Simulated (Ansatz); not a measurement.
Geometry optimisation, DFT PBE, scalar-relativistic, plane waves, PAW (Ansatz).

The input (input.yaml):

```yaml
crystal:
  lattice:
    - [-4.1043, -4.1043, 0.0]
    - [4.1043, -4.1043, 0.0]
    - [0.0, 0.0, 5.2834]
  atoms:
    - { symbol: Si, position: [0.5, 0.5, 0.0] }
    - { symbol: Si, position: [0.0, 0.5, 0.25] }
    - { symbol: O, position: [0.1947, 0.5, 0.0] }
    - { symbol: O, position: [0.0, 0.1947, 0.25] }
    - { symbol: O, position: [0.8053, 0.5, 0.0] }
    - { symbol: O, position: [0.0, 0.8053, 0.25] }
    - { symbol: Si, position: [0.5, 0.5, 0.5] }
    - { symbol: Si, position: [0.0, 0.5, 0.75] }
    - { symbol: O, position: [0.1947, 0.5, 0.5] }
    - { symbol: O, position: [0.0, 0.1947, 0.75] }
    - { symbol: O, position: [0.8053, 0.5, 0.5] }
    - { symbol: O, position: [0.0, 0.8053, 0.75] }
    - { symbol: Si, position: [0.0, 0.0, 0.0] }
    - { symbol: Si, position: [0.5, 0.0, 0.25] }
    - { symbol: O, position: [0.6947, 0.0, 0.0] }
    - { symbol: O, position: [0.5, 0.6947, 0.25] }
    - { symbol: O, position: [0.3053, 0.0, 0.0] }
    - { symbol: O, position: [0.5, 0.3053, 0.25] }
    - { symbol: Si, position: [0.0, 0.0, 0.5] }
    - { symbol: Si, position: [0.5, 0.0, 0.75] }
    - { symbol: O, position: [0.6947, 0.0, 0.5] }
    - { symbol: O, position: [0.5, 0.6947, 0.75] }
    - { symbol: O, position: [0.3053, 0.0, 0.5] }
    - { symbol: O, position: [0.5, 0.3053, 0.75] }
    - { symbol: Au, position: [0.2533195, 0.2419897, 0.8814526], spin: 1.0 }
magnetization:
  spin_polarized: true
basis:
  ecutwfc: 420.0
kpoints:
  mp_grid: { grid: [2, 2, 2] }
hamiltonian:
  xc: pbe
  pseudopotentials: { kind: paw, azcp: { folder: soft_1 } }
scf:
  occupations: { method: gaussian, width: 0.05 }
  lower_state_search: "off"
relax:
  f_tol: 0.03
  max_steps: 60
  adjacent_minimum: "off"
output:
  write_density: true
  write_potential: true
  elf: true
  volumetric_format: npy
```

Run as:

```bash
$ ansatz run input.yaml --threads 2 --pin off --max-ram 5120MiB --backend cpu --events-out ev --progress --plain --runs-dir out
```

Question: Where does it end, and by what steps?

Answer: The forces met the threshold. Limits of this set-up: coarse k mesh, a small cell, in which the defect meets its images. After 6 steps the energy has fallen by 22.710 eV; O17 moved furthest, 0.45 Å. The start is strongly strained (largest force component 28 eV/Å).

| step | energy less start (eV) | largest force component (eV/Å) | accepted |
| --- | --- | --- | --- |
| 0 | 0.0000 | 27.627 | yes |
| 1 | -15.6829 | 10.239 | yes |
| 2 | -20.8576 | 5.478 | yes |
| 3 | -22.2496 | 1.556 | yes |
| 4 | -22.6897 | 0.228 | yes |
| 5 | -22.7090 | 0.050 | yes |
| 6 | -22.7100 | 0.010 | yes |

```xyz
25
Lattice="-4.1043 -4.1043 0.0000 4.1043 -4.1043 0.0000 0.0000 0.0000 5.2834" Properties=species:S:1:pos:R:3
Si -0.118 -4.217 0.038
Si 2.100 -2.128 1.353
O 1.533 -3.149 0.178
O 0.923 -0.763 1.369
O -1.280 -5.430 -0.003
O 3.460 -3.234 1.338
Si -0.079 -4.153 2.612
Si 2.164 -2.167 3.927
O 1.286 -2.976 2.596
O 1.096 -0.517 3.787
O -1.184 -5.513 2.627
O 3.377 -3.329 3.968
Si 0.114 0.114 0.038
Si -2.104 -1.974 1.353
O -2.828 -2.777 -0.003
O 0.641 -4.973 1.338
O -1.537 -0.953 0.179
O -0.927 -3.339 1.369
Si 0.075 0.051 2.612
Si -2.167 -1.935 3.927
O -2.923 -2.694 2.627
O 0.724 -4.878 3.968
O -1.290 -1.127 2.596
O -1.100 -3.586 3.787
Au -0.002 -2.051 4.624
```

Time of the run: 60 s on 2 threads of Arm Neoverse V2, on a shared host, peak memory 0.63 GiB.
